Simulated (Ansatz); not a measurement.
# C₃H₄F₂GeO: how energies converge with the basis set

Aim: see how fast density functionals converge with the basis set for C₃H₄F₂GeO.

The runs use Ansatz 0.2.0, Gaussian basis; one geometry, several basis sets.

Plan: PBE0-D4/def2-SVP; ωB97M-V/def2-SVP; PBE0-D4/def2-QZVPP; ωB97M-V/def2-QZVPP; the functionals' def2-TZVPP values are taken from earlier runs.

## (1) The geometry

The geometry comes from an earlier relaxation with PBE0-D4 in a triple-zeta def2 set; it is a stationary point, not always the lowest conformer.

SMILES `C#[C][Ge]([F])([F])[O]C`, 11 atoms, charge 0, spin multiplicity 1.

Atoms are counted from 1 here; the program's logs count them from 0.

Bond lengths: C1–C2 1.202 Å, C1–H8 1.067 Å, C2–Ge3 1.865 Å, Ge3–F4 1.717 Å, Ge3–F5 1.717 Å, Ge3–O6 1.734 Å, O6–C7 1.421 Å, C7–H9 1.094 Å, C7–H10 1.090 Å, C7–H11 1.094 Å. Angles: C2–C1–H8 180.0°, C1–C2–Ge3 179.7°, C2–Ge3–F4 111.1°, C2–Ge3–F5 111.1°, C2–Ge3–O6 111.3°, F4–Ge3–F5 103.8°, F4–Ge3–O6 109.7°, F5–Ge3–O6 109.7°, Ge3–O6–C7 120.5°, O6–C7–H9 111.5°, O6–C7–H10 107.0°, O6–C7–H11 111.5°, H9–C7–H10 108.8°, H9–C7–H11 109.2°, H10–C7–H11 108.8°.

Coordinates:

```tsv
atom	x (Å)	y (Å)	z (Å)
C1	-3.2296	0.3771	0.6539
C2	-2.0336	0.4396	0.5521
Ge3	-0.1780	0.5462	0.4001
F4	0.3016	2.0512	-0.2733
F5	0.5707	0.5326	1.9454
O6	0.4496	-0.7512	-0.5637
C7	1.8463	-0.8599	-0.8041
H8	-4.2909	0.3218	0.7446
H9	2.2300	0.0151	-1.3365
H10	1.9951	-1.7432	-1.4258
H11	2.4042	-0.9864	0.1282
```

## (2) PBE0-D4 in def2-SVP

File in.yaml:

```yaml
crystal:
  periodic: [false, false, false]
  atoms:
    - {symbol: C, position_ang: [-3.229606, 0.377105, 0.653933]}
    - {symbol: C, position_ang: [-2.033561, 0.439645, 0.552050]}
    - {symbol: Ge, position_ang: [-0.178011, 0.546161, 0.400053]}
    - {symbol: F, position_ang: [0.301625, 2.051185, -0.273332]}
    - {symbol: F, position_ang: [0.570676, 0.532648, 1.945353]}
    - {symbol: O, position_ang: [0.449568, -0.751162, -0.563684]}
    - {symbol: C, position_ang: [1.846313, -0.859919, -0.804111]}
    - {symbol: H, position_ang: [-4.290935, 0.321752, 0.744556]}
    - {symbol: H, position_ang: [2.230014, 0.015137, -1.336472]}
    - {symbol: H, position_ang: [1.995104, -1.743182, -1.425801]}
    - {symbol: H, position_ang: [2.404212, -0.986369, 0.128154]}
basis:
  gaussian: {orbitals: def2-SVP}
hamiltonian: {xc: pbe0, dispersion: d4}
output: {orbitals: {seedname: orbitals}}
```

Further steps of the session: ωB97M-V in def2-SVP; PBE0-D4 in def2-QZVPP; ωB97M-V in def2-QZVPP.

**Question.** What will the summary of the whole plan be? Wanted: PBE0-D4: double and triple zeta above quadruple; ωB97M-V: double and triple zeta above quadruple.

The runs gave:

| quantity | value |
| --- | --- |
| PBE0-D4: double and triple zeta above quadruple | 21.95, 1.84 eV |
| ωB97M-V: double and triple zeta above quadruple | 22.19, 1.76 eV |

In words: For PBE0-D4 the step from double to triple zeta gains 20.11 eV and the next only 1.84 eV. Total energies overstate the basis error of differences, where much of it tends to cancel.
